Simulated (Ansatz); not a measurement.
HfIn4SiO6:

```xyz
12
Lattice="2.7159 -4.7036 0.0083 2.7159 4.7036 0.0083 -1.8792 0.0000 7.4013" Properties=species:S:1:pos:R:3 pbc="T T T"
Hf    2.7159   -2.7125    0.0083
In    1.7763   -1.1453    3.7090
In    2.7159    0.4231    0.0083
In    1.7763    2.0313    3.7090
In    1.7763   -4.3098    3.7090
Si    2.7159    3.5589    0.0083
O    -1.1497    0.2444    6.4159
O     4.7022    0.2444    1.0021
O     1.9910   -1.2091    6.4253
O     1.5616   -1.2091    0.9927
O     1.8741    2.2355    0.9933
O     1.6785    2.2355    6.4246
```

The cell was built by a generator and needn't be a form met in nature.

Base run:

```yaml
Program: Ansatz 0.2.0
Functional: PBE
Potentials_or_basis: all-electron LAPW, scalar-relativistic
Cutoff: 375 eV (chosen from the basis error)
Basis_error_allowed: 0.002 eV/atom
k_mesh: 4 × 4 × 3
Occupations: fermi-dirac, width 0.05 eV
Spin: no spin polarisation
```

Its results: band gap on the k mesh none (metal or under the smearing width); pressure -0.3 GPa; largest force 0.083 eV/Å.

Q: The run is repeated on the same cell with these changes: hubbard terms from none to Hf d U = 3 eV. What comes out?

A: Band gap on the k mesh none (metal or under the smearing width); pressure 0.4 GPa; largest force 0.137 eV/Å.

Caveats: the k mesh is thin for a metal, which can move the energy by tens of meV per atom; U is the effective U less J, on atomic orbitals that reach past the spheres (some runs); U without spin polarisation on a metal has little footing (some runs).
